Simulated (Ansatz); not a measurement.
Runs of Ansatz 0.2.0 on RuAu. It takes space group Pm-3m (No. 221, cubic). The conventional cell has a = 3.165 Å, b = 3.165 Å, c = 3.165 Å, α = 90.00°, β = 90.00°, γ = 90.00°. Around Ru (site symmetry m-3m) lie 8 Au at 2.74 Å. Around Au (site symmetry m-3m) lie 8 Ru at 2.74 Å. The cell was built by a generator and needn't be a form met in nature.

```csv
task,level,cell,k mesh,cutoff (eV),target pressure (GPa),mesh quality,gap on the mesh (eV),pressure (GPa)
projected density of states,PBE,as given,5 × 5 × 5,420,-,coarse,none,(b)
projected density of states,r2SCAN,as given,5 × 5 × 5,500,-,coarse,none,-5.6
relaxation of cell and atoms,PBEsol,relaxed,8 × 8 × 8,420,0,not flagged,none,0.0
projected density of states,revPBE,as given,5 × 5 × 5,420,-,coarse,none,2.3
projected density of states,PBEsol,as given,5 × 5 × 5,420,-,coarse,none,(c)
projected density of states,BLYP,as given,5 × 5 × 5,420,-,coarse,none,(a)
projected density of states,RPBE,as given,5 × 5 × 5,420,-,coarse,none,3.5
projected density of states,LDA,as given,5 × 5 × 5,420,-,coarse,none,-14.7
relaxation of cell and atoms,PBEsol,relaxed to 20 GPa,8 × 8 × 8,420,20,not flagged,none,20.0
projected density of states,HSE06,as given,5 × 5 × 5,420,-,coarse,none,-9.1
projected density of states,r2SCAN0,as given,5 × 5 × 5,500,-,coarse,none,-12.2
relaxation of cell and atoms,PBEsol,relaxed to 10 GPa,8 × 8 × 8,420,10,not flagged,none,10.0
```

Alike in all rows: potentials or basis Ansatz PAW; no spin polarisation; smearing fermi-dirac 0.05 eV.

Estimate the missing entries.

(a) 11.6; (b) -0.6; (c) -9.8.

Caveats: some runs use coarse meshes; the PAW data sets come from PBE, with cores solved anew for the run's functional, which leaves a small shift of forces and pressure (some runs); the density of states is complete only up to the lowest level of the last band computed (some runs); the plane-wave basis is chosen anew once the cell has moved, so the energies of steps on either side of that aren't comparable (some runs); the thresholds are loose for stress (some runs).

A k mesh can miss the band edges, and the runs leave out spin-orbit coupling on Au, Ru.

A gap of «none» marks a metal or a gap under the smearing width.
